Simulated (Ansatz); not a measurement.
Geometry optimisation, DFT PBE, scalar-relativistic, plane waves, PAW in Ansatz.

Input file:

```yaml
crystal:
  lattice:
    - [7.009974, 0.0, 0.0]
    - [0.0, 6.7732, 0.0]
    - [0.0, 0.0, 16.671069]
  atoms:
    - { symbol: Pb, position: [0.0, 0.0, 0.0599842] }
    - { symbol: Pb, position: [0.5, 0.25, 0.0599842] }
    - { symbol: O, position: [0.0, 0.0, 0.1899148] }
    - { symbol: O, position: [0.191, 0.25, 0.0599842] }
    - { symbol: O, position: [0.5, 0.0, 0.1402972] }
    - { symbol: O, position: [0.809, 0.25, 0.0599842] }
    - { symbol: Pb, position: [0.5, 0.0, 0.2702278] }
    - { symbol: Pb, position: [0.0, 0.25, 0.2702278] }
    - { symbol: O, position: [0.5, 0.0, 0.4001584] }
    - { symbol: O, position: [0.691, 0.25, 0.2702278] }
    - { symbol: O, position: [0.0, 0.0, 0.3505409] }
    - { symbol: O, position: [0.309, 0.25, 0.2702278] }
    - { symbol: Pb, position: [0.0, 0.5, 0.0599842] }
    - { symbol: Pb, position: [0.5, 0.75, 0.0599842] }
    - { symbol: O, position: [0.0, 0.5, 0.1899148] }
    - { symbol: O, position: [0.191, 0.75, 0.0599842] }
    - { symbol: O, position: [0.5, 0.5, 0.1402972] }
    - { symbol: O, position: [0.809, 0.75, 0.0599842] }
    - { symbol: Pb, position: [0.5, 0.5, 0.2702278] }
    - { symbol: Pb, position: [0.0, 0.75, 0.2702278] }
    - { symbol: O, position: [0.5, 0.5, 0.4001584] }
    - { symbol: O, position: [0.691, 0.75, 0.2702278] }
    - { symbol: O, position: [0.0, 0.5, 0.3505409] }
    - { symbol: O, position: [0.309, 0.75, 0.2702278] }
    - { symbol: "N", position: [0.3322735, 0.3446597, 0.3815633] }
    - { symbol: H, position: [0.318185, 0.3469773, 0.443347] }
basis:
  ecutwfc: 420.0
kpoints:
  mp_grid: { grid: [2, 2, 1] }
hamiltonian:
  xc: pbe
scf:
  occupations: { method: gaussian, width: 0.02 }
  lower_state_search: "off"
relax:
  f_tol: 0.03
  max_steps: 60
  adjacent_minimum: "off"
  constraints: [{ sites: [0, 1, 3, 4, 5, 12, 13, 15, 16, 17] }]
```

Command:

```bash
$ ansatz run input.yaml --threads 4 --pin off --max-ram 10240MiB --backend cpu --events-out ev --progress --plain --runs-dir out
```

Task: Where does it end, and by what steps?

Result: The run converged. Limits of this set-up: coarse k mesh, thin slab, slab without dipole correction. After 30 steps the energy has fallen by 9.298 eV; O9 moved furthest, 4.09 Å. Parted: Pb7–O9 (2.17 → 5.53 Å), Pb19–N25 (2.44 → 3.11 Å), N25–H26 (1.03 → 1.83 Å). Joined: O9–N25 (2.63 → 1.21 Å), O23–H26 (2.91 → 1.00 Å).

```tsv
step	energy less start (eV)	largest force component (eV/Å)	accepted
0	0.0000	5.035	yes
2	-3.8269	1.966	yes
4	-6.0198	2.971	yes
6	-7.4983	2.227	yes
8	-8.0071	1.184	yes
10	-8.1620	1.040	yes
12	-8.2990	1.054	yes
14	-8.4330	1.520	yes
16	-8.5834	1.366	yes
18	-8.7263	0.790	yes
20	-8.9112	0.770	yes
22	-9.1216	1.363	yes
24	-9.2572	0.324	yes
26	-9.2891	0.459	yes
28	-9.2952	0.087	yes
30	-9.2978	0.026	yes
```

```xyz
26
Lattice="7.0100 0.0000 0.0000 0.0000 6.7732 0.0000 0.0000 0.0000 16.6711" Properties=species:S:1:pos:R:3
Pb 0.000 0.000 1.000
Pb 3.505 1.693 1.000
O 0.023 0.000 3.146
O 1.339 1.693 1.000
O 3.505 0.000 2.339
O 5.671 1.693 1.000
Pb 3.531 0.000 4.465
Pb 0.015 1.646 4.652
O 2.516 3.396 8.725
O 4.853 1.683 4.652
O -0.007 0.000 5.979
O 2.194 1.663 4.729
Pb 0.000 3.387 1.000
Pb 3.505 5.080 1.000
O 0.024 3.387 3.255
O 1.339 5.080 1.000
O 3.505 3.387 2.339
O 5.671 5.080 1.000
Pb 3.515 3.387 4.607
Pb 0.015 5.128 4.651
O 3.609 3.388 6.902
O 4.854 5.090 4.651
O -0.001 3.387 6.068
O 2.195 5.112 4.733
N 2.435 3.390 7.520
H 0.830 3.389 6.631
```

Whether the end is a true minimum wasn't checked by a vibrational analysis.

Time of the run: 2.4 min on 4 threads of Intel(R) Xeon(R) 6975P-C (Granite Rapids), with other jobs on the host, peak memory 2.1 GiB.
